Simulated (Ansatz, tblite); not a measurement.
**(H2Ga-mu-Cl)2 (Ga₂H₄Cl₂): a ladder of methods and basis sets**

How do method and basis change the picture of (H2Ga-mu-Cl)2 (Ga₂H₄Cl₂) (singlet)?

Computed with Ansatz 0.2.0, Gaussian basis. Level: as each input shows.

Levels to be run: GFN1-xTB, GFN2-xTB, PBE-D4/def2-TZVP, r2SCAN-D4/def2-TZVP, revPBE-D4/def2-TZVP, r2SCAN0-D4/def2-TZVP, HF/def2-TZVP, LC-ωPBE/def2-TZVP, B97M-V/def2-TZVP, PBE-QIDH/def2-TZVP, CAM-B3LYP-D4/def2-TZVP, PBE-D4/def2-SVP, PBE0-D4/def2-SVP, HF/6-31G, B3LYP-D4/6-31G, PBE0-D4/def2-TZVPD, PBE-D4/def2-TZVPD, r2SCAN-D4/def2-TZVPD, CCSD(T)/def2-TZVP, RPA/def2-TZVP.

**1. The relaxed structure**

The singlet was relaxed beforehand with PBE-D4/def2-SVP.

8 atoms, charge 0, spin multiplicity 1.

Bond lengths: Ga1–H2 1.564 Å, Ga1–H3 1.564 Å, Ga1–Cl4 2.396 Å, Ga1–Cl8 2.396 Å, Cl4–Ga5 2.396 Å, Ga5–H6 1.564 Å, Ga5–H7 1.564 Å, Ga5–Cl8 2.396 Å. Angles: H2–Ga1–H3 134.2°, H2–Ga1–Cl4 106.0°, H2–Ga1–Cl8 106.0°, H3–Ga1–Cl4 106.0°, H3–Ga1–Cl8 106.0°, Cl4–Ga1–Cl8 90.0°, Ga1–Cl4–Ga5 90.0°, Cl4–Ga5–H6 106.0°, Cl4–Ga5–H7 106.0°, Cl4–Ga5–Cl8 90.0°, H6–Ga5–H7 134.2°, H6–Ga5–Cl8 106.0°, H7–Ga5–Cl8 106.0°, Ga1–Cl8–Ga5 90.0°.

As a file:

```mol
Cl2Ga2H4
  3D, bonds by distance, orders not assigned

  8  8  0  0  0  0  0  0  0  0999 V2000
   -0.8179   -0.5177    1.3898 Ga  0  0
   -1.2868   -2.0073    1.3013 H   0  0
   -0.9369    0.6002    2.4774 H   0  0
    1.4693   -0.5031    0.6773 Cl  0  0
    0.8179    0.5177   -1.3898 Ga  0  0
    0.9375   -0.5996   -2.4779 H   0  0
    1.2864    2.0074   -1.3004 H   0  0
   -1.4694    0.5022   -0.6777 Cl  0  0
  1  2  8  0
  1  3  8  0
  1  4  8  0
  1  8  8  0
  4  5  8  0
  5  6  8  0
  5  7  8  0
  5  8  8  0
M  END
```

PBE0-D4/def2-TZVP was run before; its log isn't repeated, and its numbers join the tables.

**2. GFN1-xTB**

Tight binding, by tblite at 300 K electronic temperature and without a spin-polarisation term:

```python
tblite.interface.Calculator('GFN1-xTB', numbers, positions, charge=0, uhf=0).singlepoint()
```

Energy -366.6060 eV, HOMO -12.10 eV, LUMO -5.27 eV; 0.01 s.

**3. GFN2-xTB**

Tight binding, by tblite at 300 K electronic temperature and without a spin-polarisation term:

```python
tblite.interface.Calculator('GFN2-xTB', numbers, positions, charge=0, uhf=0).singlepoint()
```

Energy -372.3040 eV, HOMO -11.99 eV, LUMO -5.65 eV; 0.007 s.

**4. PBE-D4/def2-TZVP**

start.molden holds the orbitals of an earlier run on this state, given as this run's starting guess.

File in.yaml:

```yaml
crystal:
  periodic: [false, false, false]
  atoms:
    - {symbol: Ga, position_ang: [-0.817932, -0.517652, 1.389812]}
    - {symbol: H, position_ang: [-1.286757, -2.007257, 1.301319]}
    - {symbol: H, position_ang: [-0.936940, 0.600221, 2.477356]}
    - {symbol: Cl, position_ang: [1.469257, -0.503105, 0.677308]}
    - {symbol: Ga, position_ang: [0.817932, 0.517711, -1.389788]}
    - {symbol: H, position_ang: [0.937458, -0.599558, -2.477893]}
    - {symbol: H, position_ang: [1.286359, 2.007390, -1.300409]}
    - {symbol: Cl, position_ang: [-1.469378, 0.502239, -0.677705]}
basis:
  gaussian: {orbitals: def2-TZVP, initial_orbitals: start.molden}
hamiltonian: {xc: pbe, dispersion: d4}
scf: {omitted_lower_state_checks: [starts]}
output: {orbitals: {seedname: orbitals}}
```

Command:

```sh
$ ansatz run in.yaml --threads 4 --pin off --events-out ev --progress --plain --max-ram 3916MiB
```

Further steps of the session: r2SCAN-D4/def2-TZVP; revPBE-D4/def2-TZVP; r2SCAN0-D4/def2-TZVP; HF/def2-TZVP; LC-ωPBE/def2-TZVP; B97M-V/def2-TZVP; PBE-QIDH/def2-TZVP; CAM-B3LYP-D4/def2-TZVP; PBE-D4/def2-SVP; PBE0-D4/def2-SVP; HF/6-31G; B3LYP-D4/6-31G; PBE0-D4/def2-TZVPD; PBE-D4/def2-TZVPD; r2SCAN-D4/def2-TZVPD; CCSD(T)/def2-TZVP; RPA/def2-TZVP.

Q: Predict the results of all the runs planned. Wanted: gap in def2-TZVP, named functionals and Hartree-Fock, smallest and largest; correlation energy, CCSD(T)/def2-TZVP; binding an atom, CCSD(T)/def2-TZVP; PBE0 total energy, smallest basis above largest.

**Answer**, as computed:

```
                                                                  quantity                            value
gap in def2-TZVP, named functionals and Hartree-Fock, smallest and largest  5.38 eV (PBE-D4), 13.49 eV (HF)
                                     correlation energy, CCSD(T)/def2-TZVP                        -24.85 eV
                                        binding an atom, CCSD(T)/def2-TZVP                         2.512 eV
                           PBE0 total energy, smallest basis above largest  22.00 eV (def2-SVP, def2-TZVPD)
```

What this shows: Over the named functionals and Hartree-Fock in def2-TZVP the gap runs from 5.38 eV (PBE-D4) to 13.49 eV (HF); exact exchange widens it. A small miss in a minimal or small basis is a cancelling of errors, not accuracy. The functionals in def2-TZVP miss CCSD(T)/def2-TZVP by -0.032 (revPBE-D4) to +0.112 eV (B97M-V) an atom. The reference is CCSD(T) in one finite basis, so it carries an error of its own, often a tenth of an eV or more, and near misses can't be ranked.
